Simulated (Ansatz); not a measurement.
# CH₄ClFO₂Si: basis-set convergence

An exercise on one series of results from a longer session: the logs are not shown, and one member is left open.

Program: Ansatz 0.2.0, Gaussian basis. Level of theory: one geometry, several basis sets. These are calculated values, not measurements.

Levels to be run: PBE0-D4/def2-SVP; ωB97M-V/def2-SVP; PBE0-D4/def2-QZVPP; ωB97M-V/def2-QZVPP; the functionals' def2-TZVPP values are taken from earlier runs.

**The geometry**

All runs share one geometry, relaxed beforehand with PBE0-D4 in a triple-zeta def2 set.

SMILES `OC(F)(Cl)O[SiH3]`, 10 atoms, charge 0, spin multiplicity 1.

Atoms are counted from 1 here; the program's logs count them from 0.

Bond lengths: O1–C2 1.365 Å, O1–H7 0.966 Å, C2–F3 1.350 Å, C2–Cl4 1.788 Å, C2–O5 1.349 Å, O5–Si6 1.674 Å, Si6–H8 1.477 Å, Si6–H9 1.480 Å, Si6–H10 1.483 Å. Angles: C2–O1–H7 107.5°, O1–C2–F3 110.1°, O1–C2–Cl4 106.3°, O1–C2–O5 114.3°, F3–C2–Cl4 107.6°, F3–C2–O5 106.8°, Cl4–C2–O5 111.6°, C2–O5–Si6 125.2°, O5–Si6–H8 103.9°, O5–Si6–H9 110.4°, O5–Si6–H10 109.8°, H8–Si6–H9 111.8°, H8–Si6–H10 110.5°, H9–Si6–H10 110.4°.

The first run:

in.yaml reads:

```yaml
crystal:
  periodic: [false, false, false]
  atoms:
    - {symbol: O, position_ang: [0.386768, -1.025643, -1.302321]}
    - {symbol: C, position_ang: [-0.763000, -0.564099, -0.728997]}
    - {symbol: F, position_ang: [-1.689435, -1.545204, -0.691403]}
    - {symbol: Cl, position_ang: [-1.379654, 0.721900, -1.807229]}
    - {symbol: O, position_ang: [-0.612873, -0.121521, 0.536652]}
    - {symbol: Si, position_ang: [0.623129, 0.873053, 1.071461]}
    - {symbol: H, position_ang: [0.661564, -1.810651, -0.810245]}
    - {symbol: H, position_ang: [0.194774, 1.273258, 2.427560]}
    - {symbol: H, position_ang: [0.770062, 2.040616, 0.174383]}
    - {symbol: H, position_ang: [1.891565, 0.107190, 1.133141]}
basis:
  gaussian: {orbitals: def2-SVP}
hamiltonian: {xc: pbe0, dispersion: d4}
output: {orbitals: {seedname: orbitals}}
```

Started as:

```console
ansatz run in.yaml --threads 4 --pin off --events-out ev --progress --plain --max-ram 10444MiB
```

Among the steps run: PBE0-D4 in def2-SVP; ωB97M-V in def2-SVP; PBE0-D4 in def2-QZVPP; ωB97M-V in def2-QZVPP.

One table of the session follows, with a row left open; its other results are not shown here.

It belongs to the step «Functionals by basis». 

| functional | basis | HOMO (eV) | LUMO (eV) |
| --- | --- | --- | --- |
| PBE0-D4 | def2-SVP | -8.80 | 0.38 |
| PBE0-D4 | def2-TZVPP | -8.97 | -0.11 |
| PBE0-D4 | def2-QZVPP | -9.01 | -0.28 |
| ωB97M-V | def2-SVP | -11.12 | 2.29 |
| ωB97M-V | def2-TZVPP | ? | ? |
| ωB97M-V | def2-QZVPP | -11.37 | 1.12 |

Estimate the missing values for ωB97M-V, def2-TZVPP.

As computed: HOMO (eV): -11.33; LUMO (eV): 1.54. In the column «HOMO (eV)» it lies between ωB97M-V, def2-QZVPP (-11.37) and ωB97M-V, def2-SVP (-11.12).
